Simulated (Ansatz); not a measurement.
Predict the output of the script below (Ansatz 0.2.0 through its Python package).

The script, `scan.py`:
```python
import ansatz
import numpy as np


def main() -> None:
    system = (
        ansatz.Crystal.molecule()
        .atom("C", (-1.0998, 0.3442, 0.0492))
        .atom("C", (-0.1313, -0.4333, 0.8095))
        .atom("Sn", (1.1701, -1.4293, -0.561))
        .atom("O", (2.1699, -0.0763, -1.6999))
        .atom("H", (-1.7447, -0.2809, -0.6402))
        .atom("H", (-1.8311, 0.9176, 0.7459))
        .atom("H", (-0.6052, 1.1555, -0.5771))
        .atom("H", (-0.6095, -1.1713, 1.4262))
        .atom("H", (0.4691, 0.2534, 1.5135))
        .atom("H", (2.2957, 0.6692, -1.0631))
    )

    symbols = [site.symbol for site in system.cartesian_sites]
    start = np.array([site.position_ang for site in system.cartesian_sites])
    axis = (start[5] - start[0]) / np.linalg.norm(start[5] - start[0])
    moving = [5]
    lengths, energies = [1.022, 1.069, 1.115, 1.161, 1.208, 1.254, 1.301, 1.371], []
    for length in lengths:
        xyz = start.copy()
        xyz[moving] += (length - np.linalg.norm(start[5] - start[0])) * axis
        point = ansatz.Crystal.molecule()
        for symbol, xyz in zip(symbols, xyz):
            point = point.atom(symbol, xyz.tolist())
        job = (
            point.calculation()
            .basis(gaussian="def2-SVP")
            .correlation("mp2")
            .accuracy("medium")
            .scf(lower_state_search="off")
        )
        summary = job.run(threads=1).report
        energies.append(summary["free_energy_ev"])
        print(f"r = {length:6.3f} A  E = {energies[-1]:.5f} eV  <S^2> = {abs(summary['mean_field']['state']['spin_squared']):.3f}")

    fit = np.polynomial.Polynomial.fit(lengths, np.array(energies) - min(energies), 4).convert()
    roots = [r.real for r in fit.deriv().roots() if abs(r.imag) < 1e-9 and fit.deriv(2)(r.real) > 0]
    r_e = min(roots, key=lambda r: abs(r - lengths[int(np.argmin(energies))]))
    print(f"minimum of the fit at {r_e:.4f} A, force constant {fit.deriv(2)(r_e):.2f} eV/A^2")


if __name__ == "__main__":
    main()
```

```console
$ python scan.py
r =  1.022 A  E = -10010.29997 eV  <S^2> = 0.000
r =  1.069 A  E = -10010.40921 eV  <S^2> = 0.000
r =  1.115 A  E = -10010.42881 eV  <S^2> = 0.000
r =  1.161 A  E = -10010.38233 eV  <S^2> = 0.000
r =  1.208 A  E = -10010.28314 eV  <S^2> = 0.000
r =  1.254 A  E = -10010.14819 eV  <S^2> = 0.000
r =  1.301 A  E = -10009.98196 eV  <S^2> = 0.000
r =  1.371 A  E = -10009.69843 eV  <S^2> = 0.000
minimum of the fit at 1.1041 A, force constant 33.30 eV/A^2
```

Caveats:
- The settings weren't tested for convergence.
- The rest of the molecule is held rigid at a force-field or estimated start geometry, and the basis set is modest; single-reference methods fail as a bond breaks.
- def2 sets replace the cores of elements past krypton by effective core potentials.
- The orbitals are restricted, so S² is zero by construction.
- S² is that of the Hartree-Fock reference.
- Finished in 11 s on 1 thread of Arm Neoverse V2, with other jobs on the host, peak memory 0.25 GiB.

(Lines on the test bed's own set-up are left out of the output.)
